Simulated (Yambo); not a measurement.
Input of a Yambo 5.3.0 run:

bse2.in

```
optics
bse
bss
rim_cut
em1s
RandQpts= 1000000
RandGvec= 50 RL
Chimod= "HARTREE"
% BndsRnXs
 1 | 37 |
%
NGsBlkXs= 5 Ry
% LongDrXs
 1 | 0 | 0 |
%
BSKmod= "SEX"
BSEmod= "retarded"
BSSmod= "d"
% BSEQptR
 1 | 1 |
%
% BSEBands
 10 | 15 |
%
BSENGexx= 20 Ry
BSENGBlk= 5 Ry
% BEnRange
 0 | 20 | eV
%
% BDmRange
 0.1 | 0.1 | eV
%
BEnSteps= 200
% BLongDir
 1 | 0 | 0 |
%
BSEprop= "abs"
WRbsWF
```

File scf.in:

```
&CONTROL
  calculation = 'scf'
  prefix = 'pwscf'
  outdir = './tmp'
  pseudo_dir = './pseudo'
/
&SYSTEM
  ibrav = 0
  nat = 2
  ntyp = 2
  ecutwfc = 98
  nbnd = 22
  occupations = 'smearing'
  smearing = 'fd'
  degauss = 0.00367493
  nspin = 2
  starting_magnetization(1) = 0.0556
  starting_magnetization(2) = 0
  force_symmorphic = .true.
/
&ELECTRONS
  conv_thr = 4d-10
  electron_maxstep = 120
  mixing_beta = 0.3
/
ATOMIC_SPECIES
Ni    58.6934 Ni.upf
O     15.9990 O.upf
CELL_PARAMETERS angstrom
   0.0000000000    2.0859016414    2.0859016414
   2.0859016414    0.0000000000    2.0859016414
   2.0859016414    2.0859016414    0.0000000000
ATOMIC_POSITIONS crystal
Ni     0.0000000000    0.0000000000    0.0000000000
O      0.5000000000    0.5000000000    0.5000000000
K_POINTS automatic
12 12 12 0 0 0
```

File nscf.in:

```
&CONTROL
  calculation = 'nscf'
  prefix = 'pwscf'
  outdir = './tmp'
  pseudo_dir = './pseudo'
/
&SYSTEM
  ibrav = 0
  nat = 2
  ntyp = 2
  ecutwfc = 98
  nbnd = 162
  occupations = 'smearing'
  smearing = 'fd'
  degauss = 0.00367493
  nspin = 2
  starting_magnetization(1) = 0.0556
  starting_magnetization(2) = 0
  force_symmorphic = .true.
/
&ELECTRONS
  conv_thr = 1d-08
  diago_full_acc = .true.
  diago_thr_init = 1d-06
/
ATOMIC_SPECIES
Ni    58.6934 Ni.upf
O     15.9990 O.upf
CELL_PARAMETERS angstrom
   0.0000000000    2.0859016414    2.0859016414
   2.0859016414    0.0000000000    2.0859016414
   2.0859016414    2.0859016414    0.0000000000
ATOMIC_POSITIONS crystal
Ni     0.0000000000    0.0000000000    0.0000000000
O      0.5000000000    0.5000000000    0.5000000000
K_POINTS automatic
4 4 4 0 0 0
```

Potentials or basis: PseudoDojo 0.4.1 SR PBE standard.

Run with:

```bash
$ OMP_NUM_THREADS=1 pw.x -in scf.in > scf.out
$ OMP_NUM_THREADS=1 pw.x -in nscf.in > nscf.out
$ cd tmp/pwscf.save; p2y; mv SAVE ../..; cd ../..
$ OMP_NUM_THREADS=1 yambo
$ mkdir -p bse2; ln -s $PWD/g0w00/ndb.RIM bse2/
$ OMP_NUM_THREADS=1 yambo -F bse2.in -J bse2 -C bse2_out
$ OMP_NUM_THREADS=1 ypp -J bse2 -C bse2_out -e s -b 1
```

Problem. What does it give for the band gap on the k mesh, mean-field level?

Solution. None (metal or under the smearing width).

Problem. Estimate the net moment.

Solution. 0.00 μB per cell.

Dielectric function (along the field direction of the input):
```csv
energy (eV),real part,imaginary part
0.80,-135.51,52.48
1.21,-72.29,16.10
1.71,-38.02,6.15
2.21,-21.17,2.19
2.71,-13.31,1.14
3.22,-8.88,0.69
3.72,-6.06,0.47
4.22,-4.55,1.00
4.72,-3.14,0.26
5.23,-1.97,0.23
5.63,-1.24,0.48
6.13,-0.05,0.68
6.63,-0.79,0.82
7.14,0.38,0.45
7.64,-2.14,4.03
8.14,-0.27,1.60
8.64,-1.95,0.92
9.15,-0.53,0.18
9.65,0.44,0.42
10.15,0.05,0.36
10.55,1.56,1.89
11.06,-0.64,0.53
11.56,-0.28,0.62
12.06,-0.16,0.90
12.56,-0.66,0.20
13.07,-0.09,0.09
13.57,0.44,0.45
14.07,0.09,0.42
14.57,-0.23,0.09
15.08,0.02,0.03
15.48,0.13,0.02
15.98,0.22,0.02
16.48,0.29,0.01
16.98,0.35,0.01
17.49,0.40,0.01
17.99,0.45,0.01
18.49,0.49,0.01
18.99,0.53,0.01
19.50,0.61,0.04
20.00,0.51,0.02
```

Caveat: the k mesh is coarse (spacing up to 0.65 Å⁻¹), so the values aren't converged; the intraband (Drude) term of the metal is left out; the ground state has no gap, which makes the many-body step unreliable; the transitions start from uncorrected Kohn-Sham levels, so peaks lie too low; exciton energies and binding change strongly with the k mesh and aren't converged on this one; spectra need much finer meshes, so this one isn't converged; semilocal functionals often make such compounds metallic where correlation or magnetic order opens a gap, which also shifts bond lengths. With open d or f shells a metallic result of PBE can be an artefact of self-interaction; +U or a hybrid may open a gap.
